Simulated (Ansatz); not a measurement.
# C2H12BNSi2: the cost of one run

Method: the settings change from run to run; program: Ansatz 0.2.0, Gaussian basis.

1 further run of the same task is left out (it didn't finish). Runs told in other sessions of the task aren't counted.

### Step 1. The relaxed structure

An earlier PBE0-D4 in a triple-zeta def2 set relaxation fixed the geometry.

SMILES `BN([SiH2]C)[SiH2]C`, 18 atoms, charge 0, spin multiplicity 1.

Atoms are counted from 1 here; the program's logs count them from 0.

Bond lengths: B1–N2 1.405 Å, B1–H7 1.199 Å, B1–H8 1.203 Å, N2–Si3 1.760 Å, N2–Si5 1.756 Å, Si3–C4 1.861 Å, Si3–H9 1.485 Å, Si3–H10 1.490 Å, C4–H11 1.093 Å, C4–H12 1.093 Å, C4–H13 1.093 Å, Si5–C6 1.859 Å, Si5–H14 1.488 Å, Si5–H15 1.490 Å, C6–H16 1.094 Å, C6–H17 1.091 Å, C6–H18 1.092 Å. Angles: N2–B1–H7 121.3°, N2–B1–H8 119.2°, H7–B1–H8 119.6°, B1–N2–Si3 117.3°, B1–N2–Si5 124.0°, Si3–N2–Si5 118.6°, N2–Si3–C4 111.2°, N2–Si3–H9 109.2°, N2–Si3–H10 106.5°, C4–Si3–H9 110.8°, C4–Si3–H10 110.2°, H9–Si3–H10 108.8°, Si3–C4–H11 110.6°, Si3–C4–H12 110.7°, Si3–C4–H13 110.7°, H11–C4–H12 108.2°, H11–C4–H13 108.4°, H12–C4–H13 108.2° and more.

### Step 2. B2GP-PLYP/def2-TZVP

This run has atoms shaken by 0.15 Å.

Contents of in.yaml:

```yaml
crystal:
  periodic: [false, false, false]
  atoms:
    - {symbol: B, position_ang: [-0.150708, -1.748545, -0.122719]}
    - {symbol: N, position_ang: [-0.013567, -0.399506, 0.535865]}
    - {symbol: Si, position_ang: [2.017374, -0.073539, -0.539197]}
    - {symbol: C, position_ang: [1.734613, 0.599533, -2.351448]}
    - {symbol: Si, position_ang: [-0.572864, 0.660730, 1.074017]}
    - {symbol: C, position_ang: [-2.550468, -0.155363, 1.774079]}
    - {symbol: H, position_ang: [-1.405801, -2.102364, 0.370843]}
    - {symbol: H, position_ang: [0.213551, -2.629850, -0.987348]}
    - {symbol: H, position_ang: [2.563245, -0.549328, -0.181451]}
    - {symbol: H, position_ang: [2.174440, 1.219544, 0.115469]}
    - {symbol: H, position_ang: [1.284100, -0.435698, -2.949908]}
    - {symbol: H, position_ang: [2.419742, 1.005007, -2.869931]}
    - {symbol: H, position_ang: [1.076769, 1.391148, -2.490012]}
    - {symbol: H, position_ang: [0.145212, 1.101084, 2.211803]}
    - {symbol: H, position_ang: [-0.971413, 2.253199, 0.414442]}
    - {symbol: H, position_ang: [-2.846579, 0.686948, 2.449062]}
    - {symbol: H, position_ang: [-2.230916, -0.828441, 2.231182]}
    - {symbol: H, position_ang: [-3.160298, 0.090542, 0.774735]}
basis:
  gaussian: {orbitals: def2-TZVP}
hamiltonian: {xc: {name: B2GP-PLYP}}
output: {forces: true}
```

Run with:

```sh
$ ansatz run in.yaml --threads 4 --pin off --events-out ev --progress --plain --max-ram 11315MiB
```

Q: Estimate wall time and peak memory on 4 threads of Arm Neoverse V1, shared host.

About 24 s, with a peak of 0.97 GiB.
